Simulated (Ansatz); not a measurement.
# CHGaP+ (quintet): the correlation ladder, cc-pVDZ

An exercise on one series of results from a longer session: the logs are not shown, and one member is left open.

Program: Ansatz 0.2.0, Gaussian basis. Level of theory: cc-pVDZ, core rule «outside noble gas», up to 20 orbitals frozen. These are calculated values, not measurements.

The runs, in order: UHF; CCSD(T) on ROHF; CCSD(T) on UHF; BCCD(T) on ROHF; CISD; CCSDT(Q) on ROHF; CCSDT(Q) on UHF.

26 further runs of the same task are left out: 1 for a known fault of the program, 14 that didn't finish, 11 set aside as unsound or not needed.

### The system

The geometry is a PBE0/def2-TZVP stationary point (not a proven minimum) of the parent state, kept for this charge and spin. No spin-orbit coupling is included. The filled d shell of Ga may be among the frozen orbitals whatever the setting's name suggests; the logs give the count.

4 atoms, charge 1, spin multiplicity 5.

Atoms are counted from 1 here; the program's logs count them from 0.

Bond lengths: Ga1–C2 1.888 Å, Ga1–H4 1.569 Å, C2–P3 1.698 Å. Angles: C2–Ga1–H4 128.7°, Ga1–C2–P3 165.6°.

Geometry (Å):

```xyz
4

Ga    0.00000   -0.34384    1.07410
C     0.00001   -0.09729   -0.79799
P     0.00000   -0.30057   -2.48345
H    -0.00001    0.74170    2.20734
```

Set-up of the first run:

File in.yaml:

```yaml
crystal:
  periodic: [false, false, false]
  atoms:
    - {symbol: Ga, position_ang: [0.000001, -0.343840, 1.074099]}
    - {symbol: C, position_ang: [0.000008, -0.097288, -0.797987]}
    - {symbol: P, position_ang: [-0.000001, -0.300567, -2.483454]}
    - {symbol: H, position_ang: [-0.000008, 0.741696, 2.207342]}
basis:
  gaussian: {orbitals: cc-pVDZ}
total_charge: 1
magnetization: {spin_polarized: true, initial_magnetization: 4}
hamiltonian: {xc: hf}
output: {orbitals: {seedname: orbitals}}
```

Run with:

```sh
$ ansatz run in.yaml --threads 1 --pin off --events-out ev --progress --plain --max-ram 2393MiB
```

Steps of the session up to this table: UHF; CCSD(T) on ROHF; CCSD(T) on UHF; BCCD(T) on ROHF; CISD; CCSDT(Q) on ROHF; CCSDT(Q) on UHF.

One of the session's tables, all rows but one given; the rest of the session is left out.

It belongs to the step «Misses and costs». 

| method | from UCCSDT(Q) (kcal/mol) |
| --- | --- |
| ROHF | +162.09 |
| UHF | +154.36 |
| RMP2 | +32.59 |
| UMP2 | +34.44 |
| RCCSD | +6.97 |
| UCCSD | +6.72 |
| RCCSD(T) | ? |
| UCCSD(T) | +1.71 |
| BCCD(T) | +1.78 |
| RCCSDT | +0.57 |
| UCCSDT | +0.45 |
| RCCSDT(Q) | +0.14 |
| UCCSDT(Q) | 0 |

Q: Estimate the row for RCCSD(T) from the others.

The run gave: from UCCSDT(Q) (kcal/mol): +1.77. In the column «from UCCSDT(Q) (kcal/mol)» it lies between UCCSD(T) (+1.71) and BCCD(T) (+1.78).

Not comparable, so not listed: CISD (they don't share determinant, frozen orbitals or solution with the rows shown, or repeat one).

Caveats from the session: Restricted and unrestricted rows rest on different reference determinants; where their highest levels disagree by more than a few hundredths of an eV, they describe different states and don't form one ladder.
